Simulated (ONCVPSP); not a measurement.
# An ONCV potential for copper, from input to tests

Aim: build the potential from the settings below, then test how well it stands in for the atom: other configurations, scattering, ghost states and the plane-wave cutoff that it needs.

Program: ONCVPSP 4.0.1.1 (patched build). Reference atom: PBE, scalar-relativistic, spherical and spin-unpolarised. All values are calculated.

**1. Settings**

The settings as typed:

* element: copper (Cu, Z = 29)
* type: optimised norm-conserving Vanderbilt (ONCV)
* frozen core: [Ne] 3s2
* valence charge: 17
* reference configuration: 3p6 3d10 4s1
* partial waves: 4s: rc 2.05 bohr, ncon 4, nbas 7, qcut 4 1/bohr, 2 projectors, debl 2.6 Ha; 3p: rc 0.70 bohr, ncon 5, nbas 8, qcut 9.4 1/bohr, 2 projectors, debl 1.7 Ha; 3d: rc 1.30 bohr, ncon 4, nbas 9, qcut 9.8 1/bohr, 1 projector; f scattering state at 0.15 Ha: rc 2.05 bohr, ncon 4, nbas 8, qcut 4.8 1/bohr, 2 projectors, debl 1.1 Ha
* local potential: polynomial inside 0.65 bohr (lpopt 3, dvloc0 2 Ha)
* core correction: not asked for

The outer shells as boxes (Hund's rule for the drawing; the calculation is spin-unpolarised):

```
[Ne] core
3s [↑↓]
3p [↑↓][↑↓][↑↓]
3d [↑↓][↑↓][↑↓][↑↓][↑↓]
4s [↑ ]
```

The nodes and maxima of the atom's own shells, from an earlier all-electron run, set the scale for the radii.

All-electron outer shells of the reference configuration (PBE, scalar-relativistic, ld1.x):

| shell | level (eV) | outermost node (bohr) | outermost maximum (bohr) |
| --- | --- | --- | --- |
| 3s | -114.70 | 0.29 | 0.61 |
| 3p | -72.14 | 0.26 | 0.62 |
| 3d | -5.04 | – | 0.60 |
| 4s | -4.61 | 0.89 | 2.27 |
| 4p | -0.70 | 0.97 | 3.65 |

**2. Generating the potential**

Cu.dat reads:

```
# ATOM AND REFERENCE CONFIGURATION
# atsym  z   nc   nv     iexc    psfile
  Cu 29.00    4    3        4      upf
#
#   n    l    f
    1    0    2.00
    2    0    2.00
    2    1    6.00
    3    0    2.00
    3    1    6.00
    3    2   10.00
    4    0    1.00
#
# PSEUDOPOTENTIAL AND OPTIMIZATION
# lmax
    3
#
#   l,   rc,      ep,       ncon, nbas, qcut
    0    2.05    0.00    4    7    4.00
    1    0.70    0.00    5    8    9.40
    2    1.30    0.00    4    9    9.80
    3    2.05    0.15    4    8    4.80
#
# LOCAL POTENTIAL
# lloc, lpopt,  rc(5),   dvloc0
    4    3    0.65    2.00
#
# VANDERBILT-KLEINMAN-BYLANDER PROJECTORs
# l, nproj, debl
    0    2    2.60
    1    2    1.70
    2    1    0.90
    3    2    1.10
#
# MODEL CORE CHARGE
# icmod, fcfact, rcfact
    0    0.00    0.00
#
# LOG DERIVATIVE ANALYSIS
# epsh1, epsh2, depsh
   -4.00    5.00    0.02
#
# OUTPUT GRID
# rlmax, drl
    6.00    0.01
#
# TEST CONFIGURATIONS
# ncnf
    4
# nvcnf
#   n    l    f
    3
    3    1    6.00
    3    2   10.00
    4    0    0.00
#
    3
    3    1    6.00
    3    2    9.00
    4    0    0.00
#
    3
    3    1    6.00
    3    2    8.00
    4    0    0.00
#
    3
    3    1    6.00
    3    2   10.00
    4    0    0.50
#
```

Launch:

```bash
$ oncvpsp.x < Cu.dat > Cu.out
```

**Question.** What will these runs give? Wanted: cutoffs for 1 and 0.1 mHa per electron, occupied waves; bound ghosts; GHOST(+) flags; largest test error; largest phase difference near zero energy, channels read; projector energies reset by the program.

The runs gave:

```
                                                quantity                                       value
  cutoffs for 1 and 0.1 mHa per electron, occupied waves                           266 Ha and 363 Ha
                                            bound ghosts                             s at -208.96 eV
                                          GHOST(+) flags                                  f at 30 eV
                            largest test error (AE − PS)  +12 meV, for 3p6 3d9 4s0 (1 test unsolved)
largest phase difference near zero energy, channels read                                   0.006 rad
                 projector energies reset by the program                         p: -2.651, 0.250 Ha
```

It has a bound ghost (s), a state that the atom doesn't have, and that rules the file out. By total energies transferability is good where solved: the largest error is 12 meV on 29.5 eV, for 3p6 3d9 4s0. Atomic tests can pass in spite of a ghost, since they solve only for the levels asked. Of the tests 1 gave no usable energy difference, which is a warning in itself. The potential is very hard: the looser tolerance needs 266 Ha. At the looser tolerance the 3p wave is the slowest; 3d needs 48 Ha. Near zero energy the phases of the channels with partial waves agree within 0.006 rad. The program also flags highly localised states, GHOST(+) (f). All of this concerns the isolated atom, not yet a solid.
